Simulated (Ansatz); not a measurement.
**PtAs (zincblende): other levels of theory at one geometry**

The task here is to estimate one member of a computed series from the others.

Method: DFT at several levels, plane waves, PAW, in Ansatz 0.2.0.

3 further runs of the same task are left out: 2 that didn't finish, 1 set aside as unsound or not needed. Runs told in other sessions of the task aren't counted.

### Starting point

The structure is cubic, space group F-43m (No. 216). Conventional cell: a = 5.626 Å, b = 5.626 Å, c = 5.626 Å, α = 90.00°, β = 90.00°, γ = 90.00°. Around Pt (site symmetry -43m) lie 4 As at 2.44 Å. Around As (site symmetry -43m) lie 4 Pt at 2.44 Å.

As a file:

```
CELL_PARAMETERS angstrom
0.00000 2.81295 2.81295
2.81295 0.00000 2.81295
2.81295 2.81295 0.00000
ATOMIC_POSITIONS crystal
Pt 0.00000 0.00000 0.00000
As 0.25000 0.25000 0.25000
```

An earlier run at PBE left this cell at 22.258 Å³/atom and -0.05 GPa (12×12×12 mesh), metallic.

Levels to run: PBE+SOC; r²SCAN; PBEsol; LDA. Hardware: 2 threads of Arm Neoverse V2, shared host.

The first run:

File input.yaml:

```yaml
crystal:
  lattice:
    - [0.0, 2.8129469837, 2.8129469837]
    - [2.8129469837, 0.0, 2.8129469837]
    - [2.8129469837, 2.8129469837, 0.0]
  atoms:
    - { symbol: Pt, position: [0.0, 0.0, 0.0] }
    - { symbol: As, position: [0.25, 0.25, 0.25] }
basis:
  ecutwfc: 420
  ecutrho_ratio: 4
kpoints:
  mp_grid: { grid: [12, 12, 12] }
hamiltonian:
  xc: pbe
scf:
  occupations: { method: gaussian, width: 0.05 }
output:
  forces: true
  stress: true
  eigenvalues: true
  populations: true
  dos: { projected: true, de: 0.02 }
  write_density: true
  write_potential: true
  elf: true
  volumetric_format: npy
magnetization:
  noncollinear: true
  spin_orbit: true
```

Launch:

```
$ ansatz run input.yaml --threads 2 --pin off --max-ram 2662MiB --backend cpu --events-out ev --progress --plain --runs-dir out
```

Steps of the session up to this table: PBE+SOC; r²SCAN; PBEsol; LDA.

One of the session's tables, all rows but one given; the rest of the session is left out.

```
  level  pressure (GPa)
    PBE             0.0
    LDA            -7.1
 PBEsol            -4.6
PBE+SOC               ?
 r²SCAN            -3.5
```

**Question.** Estimate the row for PBE+SOC.

The run gave: pressure (GPa): -0.3. In the column «pressure (GPa)» it lies between r²SCAN (-3.5) and PBE (0.0).

The pressure runs from -7.1 GPa (LDA) to 0.0 GPa (PBE); a negative pressure means that level wants a smaller cell, a positive one a larger cell. Total energies of different levels have different zeros and can't be compared.
